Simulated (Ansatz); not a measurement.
# NiMoIrPdW (I4mm) in Ansatz: reference runs

Reference runs on NiMoIrPdW: the cell as given.

All numbers are computed with Ansatz 0.2.0; they aren't measurements. Logs are shortened: lines on timing, memory, paths and dates and some standing lists are left out, and cuts for length are marked.

**1. The structure**

Symmetry: I4mm, No. 107, tetragonal system. The conventional cell has a = 2.740 Å, b = 2.740 Å, c = 19.433 Å, α = 90.00°, β = 90.00°, γ = 90.00°. Around Ni (site symmetry 4mm) lie 4 Mo at 2.60 Å and 4 Pd at 2.67 Å and 4 Ni at 2.74 Å. Around Mo (site symmetry 4mm) lie 4 Ni at 2.60 Å and 4 Mo at 2.74 Å and 4 W at 2.94 Å. Pd (site symmetry 4mm) is surrounded by 4 Ni at 2.67 Å and 4 Pd at 2.74 Å and 4 Ir at 2.83 Å. Around Ir (site symmetry 4mm) lie 4 W at 2.69 Å and 4 Ir at 2.74 Å and 4 Pd at 2.83 Å. W (site symmetry 4mm) has 4 Ir at 2.69 Å and 4 W at 2.74 Å and 4 Mo at 2.94 Å as nearest neighbours.

The cell was built by a generator and needn't be a form met in nature.

**2. Single point, PBE, collinear spin, ferromagnetic start**

The input, input:

```
crystal:
  lattice:
    - [-1.37004, 1.37004, 9.71647]
    - [1.37004, -1.37004, 9.71647]
    - [1.37004, 1.37004, -9.71647]
  atoms:
    - { symbol: Ni, position: [0.19862, 0.19862, 0.0], spin: 1.0 }
    - { symbol: Mo, position: [0.60922, 0.60922, 0.0], spin: 1.0 }
    - { symbol: Pd, position: [0.7931, 0.7931, 0.0] }
    - { symbol: Ir, position: [0.39944, 0.39944, 0.0], spin: 0.6 }
    - { symbol: W, position: [0.99565, 0.99565, 0.0] }
hamiltonian:
  xc: pbe
  pseudopotentials: { kind: paw }
magnetization:
  spin_polarized: true
kpoints:
  mp_grid: { grid: [13, 13, 13] }
scf:
  occupations: { method: fermi_dirac, width: 0.05 }
output:
  forces: true
  stress: true
  eigenvalues: true
```

Potentials or basis: Ansatz PAW.

What it wrote:

```text
basis.fft_grid_basis auto: the FFT boxes are laid along the combinations [[1, 0, 1], [0, 1, 1], [0, 0, 1]] of the cell's own vectors, 2.740, 2.740 and 9.908 Å long. The dense box has 20×20×72 points. Along the cell's own vectors, as sized, it would have 72×72×72, 12.96 times as many. Of the 8 symmetry operations that the crystal satisfies within crystal.symmetry.tolerance (time reversal apart; of a slab, those that keep its plane) the dense box along the cell's own vectors carries 8, and the one as laid loses 6 of those. basis.fft_grid_basis: typed keeps the cell's own vectors: state it where this run's energies or levels are differenced outside the engine with another run's, or held beside a run that keeps those vectors.
GPUs: using 1 of 1 available (devices: 1).
Engine: ansatz 0.2.0, x86_64-unknown-linux-gnu
Pseudopotentials: kind: paw
Pseudopotential: Ni, paw, valence charge 18, recommended cutoff 420 eV (normal), Ni.paw.azcp
Pseudopotential: Mo, paw, valence charge 14, recommended cutoff 420 eV (normal), Mo.paw.azcp
Pseudopotential: Pd, paw, valence charge 18, recommended cutoff 420 eV (normal), Pd.paw.azcp
Pseudopotential: Ir, paw, valence charge 17, recommended cutoff 420 eV (normal), Ir.paw.azcp
Pseudopotential: W, paw, valence charge 14, recommended cutoff 420 eV (normal), W.paw.azcp
Functional definition: PBE
  parameter kappa = 0.804
  parameter beta = 0.06672455060314922
  exchange = pbe_x(kappa = kappa, mu = beta*pi^2/3)
  correlation = pbe_c(beta = beta)
device memory: the entry about to start is reckoned to put 2.6 GiB on a device that reports 78.6 GiB free (of which the cap on the GPU budget leaves the run 18.0 GiB)
GPU FFT provider: cuFFT
GPU libraries: cuBLAS 13.8.2, cuFFT 12.4.0, cuSOLVER 12.3.4
Crystal: 5 atoms, lattice volume = 72.952 Å³
Basis set: ecut = 420 eV, 1445 PW (Γ), FFT grids on a1+a3, a2+a3, a3, exchange–correlation on 40×40×144 points (8 copies of the dense FFT grid, shifted against one another)
Bands: 51, of which v1, the nominal top of the filled ones, is band 41 counted from 1 (40 counted from 0)
Symmetry: 8 space group operations
Space group: I4mm (ITA 107), of the structure as read, at distance tolerance 4.2e-5 Å
Magnetic group: BNS 107.227 (UNI 887), of the structure as read, at distance tolerance 4.2e-5 Å
k-points: 196 of 2197 (time reversal used)
Non-local potential: Ni, projectors of the file, l = 0: 3, l = 1: 2, l = 2: 3, l = 3: 1
Non-local potential: Mo, projectors of the file, l = 0: 3, l = 1: 2, l = 2: 2, l = 3: 1
Non-local potential: Pd, projectors of the file, l = 0: 2, l = 1: 2, l = 2: 2, l = 3: 1
Non-local potential: Ir, projectors of the file, l = 0: 3, l = 1: 2, l = 2: 2, l = 3: 1
Non-local potential: W, projectors of the file, l = 0: 3, l = 1: 2, l = 2: 2, l = 3: 1
PAW form: soft (Blöchl's): semilocal exchange-correlation on the pseudo side does not see the compensation charge
PAW one-centre angular grid: Ni, 590 points (default); XC on 64 Gauss nodes
PAW one-centre angular grid: Mo, 590 points (default); XC on 64 Gauss nodes
[... 34 lines left out ...]
Spin contamination: 0.0000 ħ² per cell (⟨S²⟩ above its minimum at these occupations)
Per-site moments (μB) at R_I (Å): [(-2.5277505040667887e-6, 1.0734711006944662), (1.8110014759533483e-8, 1.0734711006944662), (-1.625344757916582e-6, 1.1010740007565465), (-7.87998249355535e-7, 1.1106584323191588), (1.0803978095809588e-6, 1.1106584323191588)]
Free energy (F): -40088.848545 eV
Harris-Foulkes:  -40088.848545 eV  (|F-HF|=1.63e-8)
Internal energy: -40088.814810 eV  (E = F + TS)
E sigma→0 (E₀):  -40088.831677 eV
Entropy (-TS):   -0.033735 eV (-6.747 meV/atom)
Fermi energy:    20.889269 eV
--- Per-component energies (eV) ---
  E_band       = -665.459339
  E_kinetic    = 2309.089886
  E_local      = -8867.543720  (includes V_loc(G=0)·N_el)
  E_nonlocal   = 1069.214389
  E_hartree    = 3634.661446
  E_xc         = -971.624221
  E_vxc        = -1088.548097  (∫ρ·V_xc dr)
  E_paw        = -26367.765557  (= ΣΔE_a)
  E_vpaw       = -1357.004241  (= ΣTr[D̂ρ^β])
  E_aug_tail   = 0.000804  (compensation charges beyond the density's cutoff)
  E_ewald      = -10894.847837
  E_smearing   = -0.033735  (= −TS)
  E_closure    = 0.000000  (closes the sum)
  Σ components = -40088.848545   (vs F -40088.848545, Δ=0.00e0)
--- Forces (eV/Å), atoms counted from 1 ---
  atom   1  Ni    -0.00000000    -0.00000000    -0.03238929
  atom   2  Mo     0.00000000     0.00000000     0.01202112
  atom   3  Pd     0.00000000    -0.00000000     0.00515401
  atom   4  Ir    -0.00000000     0.00000000    -0.00291597
  atom   5  W      0.00000000    -0.00000000     0.01807659
  max |Σ_I F_I| component: 5.35e-5 eV/Å
--- Stress (GPa, compression-positive) ---
       -0.068337       0.000000       0.000000
        0.000000      -0.068337      -0.000000
        0.000000      -0.000000       0.052790
  P = ⅓ Tr σ = -0.0280 GPa (-0.280 kbar)
--- Band table (eV; the first three rows and the last of 392) ---
  k-point 0 ↑: bands = ["-82.1326", "-71.2689", "-63.4577", "-52.9761", "-42.5646", "-42.4934", "-42.4934", "-40.0268", "-29.2107", "-29.0540", "-29.0540", "-28.1664", "-27.9738", "-27.9738", "-17.3076", "-16.7850", "-16.7850", "-14.1046", "-13.6027", "-13.6027", "11.8861", "14.1392", "14.3192", "15.1347", "15.2216", "16.2316", "16.4271", "17.2323", "18.1074", "18.3709", "18.3709", "18.8047", "19.2456", "19.3872", "19.3872", "19.7599", "19.8699", "19.9950", "19.9950", "20.2459", "21.0422", "21.1397", "22.0450", "22.1693", "22.1693", "22.8994", "23.9941", "24.3643", "24.3643", "25.2140", "33.8518"]
  k-point 1 ↑: bands = ["-82.1322", "-71.2666", "-63.4555", "-52.9693", "-42.5640", "-42.4956", "-42.4954", "-40.0146", "-29.2077", "-29.0670", "-29.0659", "-28.1624", "-27.9948", "-27.9937", "-17.2953", "-16.8373", "-16.8321", "-14.0925", "-13.6556", "-13.6509", "12.2231", "14.4058", "14.5772", "15.3479", "15.4529", "16.4227", "16.5743", "17.4005", "17.9840", "18.4244", "18.4395", "18.5200", "19.2120", "19.3188", "19.5280", "19.5312", "19.7996", "19.9514", "20.1122", "20.3269", "20.4792", "20.8906", "21.6106", "21.8755", "22.0701", "23.6237", "23.9656", "24.2901", "24.9298", "25.4415", "33.1975"]
  k-point 2 ↑: bands = ["-82.1313", "-71.2604", "-63.4494", "-52.9504", "-42.5623", "-42.5017", "-42.5011", "-39.9808", "-29.1993", "-29.1019", "-29.0988", "-28.1516", "-28.0517", "-28.0487", "-17.2618", "-16.9768", "-16.9609", "-14.0601", "-13.7968", "-13.7828", "13.1619", "15.0708", "15.3186", "15.9544", "16.0113", "16.9316", "16.9421", "17.5847", "17.8705", "18.0746", "18.4967", "18.5711", "18.9832", "19.0064", "19.1509", "19.2366", "19.6677", "19.8849", "19.9674", "20.1068", "20.2406", "20.5408", "21.6632", "21.9116", "22.3806", "22.9956", "23.7331", "24.0912", "25.9035", "27.0495", "31.9928"]
  k-point 195 ↓: bands = ["-82.1324", "-71.2677", "-63.4566", "-52.9727", "-42.5643", "-42.4957", "-42.4932", "-40.0207", "-29.2092", "-29.0676", "-29.0529", "-28.1644", "-27.9961", "-27.9720", "-17.3015", "-16.8394", "-16.7804", "-14.0986", "-13.6581", "-13.5980", "12.1648", "13.6436", "14.6438", "15.2411", "15.8538", "16.3586", "16.6134", "17.1204", "18.2089", "18.3949", "18.4149", "18.6162", "19.2018", "19.2359", "19.2719", "19.6108", "19.7680", "20.0435", "20.2825", "20.4150", "20.5800", "20.9682", "21.0978", "22.0794", "22.3263", "23.3680", "23.7834", "24.5601", "25.0119", "25.6367", "31.8752"]
```

Wall time 28 s (1 × NVIDIA H100 80GB HBM3 with 2 threads of AMD EPYC 7R13 (Zen 3), shared host); peak memory 1.4 GiB.

Results:

- Free energy: -40088.8485 eV
- Pressure: 0.0 GPa
- Largest force: 0.032 eV/Å
- Band gap on the k mesh: none (metal or under the smearing width)
- Net moment: 0.00 μB per cell
- Absolute moment: 0.00 μB per cell

Forces on the atoms (eV/Å):
```
Ni   0.000  0.000 -0.032
Mo   0.000  0.000  0.012
Pd   0.000  0.000  0.005
Ir   0.000  0.000 -0.003
W    0.000  0.000  0.018
```

Caveat: the starting moments weren't kept.
